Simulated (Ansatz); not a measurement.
# CH5FO4W: basis-set convergence

An exercise on one series of results from a longer session: the logs are not shown, and one member is left open.

The runs use Ansatz 0.2.0, Gaussian basis; one geometry, several basis sets.

The runs, in order: PBE0-D4/def2-SVP; ωB97M-V/def2-SVP; PBE0-D4/def2-QZVPP; ωB97M-V/def2-QZVPP; the functionals' def2-TZVPP values are taken from earlier runs.

### The relaxed structure

An earlier PBE0-D4 in a triple-zeta def2 set relaxation fixed the geometry. W takes the def2 core potential; no spin-orbit term is included.

SMILES `C[O][W](=[O])([OH])([OH])[F]`, 12 atoms, charge 0, spin multiplicity 1.

Atoms are counted from 1 here; the program's logs count them from 0.

Bond lengths: C1–O2 1.401 Å, C1–H8 1.091 Å, C1–H9 1.094 Å, C1–H10 1.094 Å, O2–W3 1.845 Å, W3–O4 1.691 Å, W3–O5 1.903 Å, W3–O6 1.906 Å, W3–F7 1.905 Å, O5–H11 0.961 Å, O6–H12 0.961 Å. Angles: O2–C1–H8 108.9°, O2–C1–H9 109.8°, O2–C1–H10 109.6°, H8–C1–H9 109.5°, H8–C1–H10 109.6°, H9–C1–H10 109.5°, C1–O2–W3 137.5°, O2–W3–O4 102.4°, O2–W3–O5 89.5°, O2–W3–O6 88.5°, O2–W3–F7 157.5°, O4–W3–O5 111.5°, O4–W3–O6 111.8°, O4–W3–F7 100.1°, O5–W3–O6 136.0°, O5–W3–F7 82.9°, O6–W3–F7 82.5°, W3–O5–H11 118.4° and more.

The first run:

Contents of in.yaml:

```yaml
crystal:
  periodic: [false, false, false]
  atoms:
    - {symbol: C, position_ang: [0.246760, -1.044996, 1.729792]}
    - {symbol: O, position_ang: [-0.639531, -0.533111, 0.772627]}
    - {symbol: W, position_ang: [-0.538490, 0.447633, -0.786950]}
    - {symbol: O, position_ang: [-2.166700, 0.658896, -1.189682]}
    - {symbol: O, position_ang: [0.208895, -1.064790, -1.668107]}
    - {symbol: O, position_ang: [0.132862, 1.909940, 0.234086]}
    - {symbol: F, position_ang: [0.285885, 1.393058, -2.220712]}
    - {symbol: H, position_ang: [-0.326943, -1.537106, 2.516315]}
    - {symbol: H, position_ang: [0.919576, -1.769127, 1.260945]}
    - {symbol: H, position_ang: [0.833348, -0.227903, 2.160633]}
    - {symbol: H, position_ang: [0.603626, -0.939821, -2.535170]}
    - {symbol: H, position_ang: [0.517811, 2.652028, -0.239677]}
basis:
  gaussian: {orbitals: def2-SVP}
hamiltonian: {xc: pbe0, dispersion: d4}
output: {orbitals: {seedname: orbitals}}
```

Command:

```bash
$ ansatz run in.yaml --threads 4 --pin off --events-out ev --progress --plain --max-ram 11315MiB
```

Among the steps run: PBE0-D4 in def2-SVP; ωB97M-V in def2-SVP; PBE0-D4 in def2-QZVPP; ωB97M-V in def2-QZVPP.

One table of the session follows, with a row left open; its other results are not shown here.

It belongs to the step «Density functionals: the series». 

| functional | basis | HOMO (eV) | LUMO (eV) |
| --- | --- | --- | --- |
| PBE0-D4 | def2-SVP | -9.09 | -2.64 |
| PBE0-D4 | def2-TZVPP | -9.17 | -2.60 |
| PBE0-D4 | def2-QZVPP | ? | ? |
| ωB97M-V | def2-SVP | -11.43 | -0.47 |
| ωB97M-V | def2-TZVPP | -11.52 | -0.43 |
| ωB97M-V | def2-QZVPP | -11.56 | -0.48 |

Estimate the missing values for PBE0-D4, def2-QZVPP.

As computed: HOMO (eV): -9.20; LUMO (eV): -2.64. In the column «HOMO (eV)» it lies between ωB97M-V, def2-SVP (-11.43) and PBE0-D4, def2-TZVPP (-9.17).
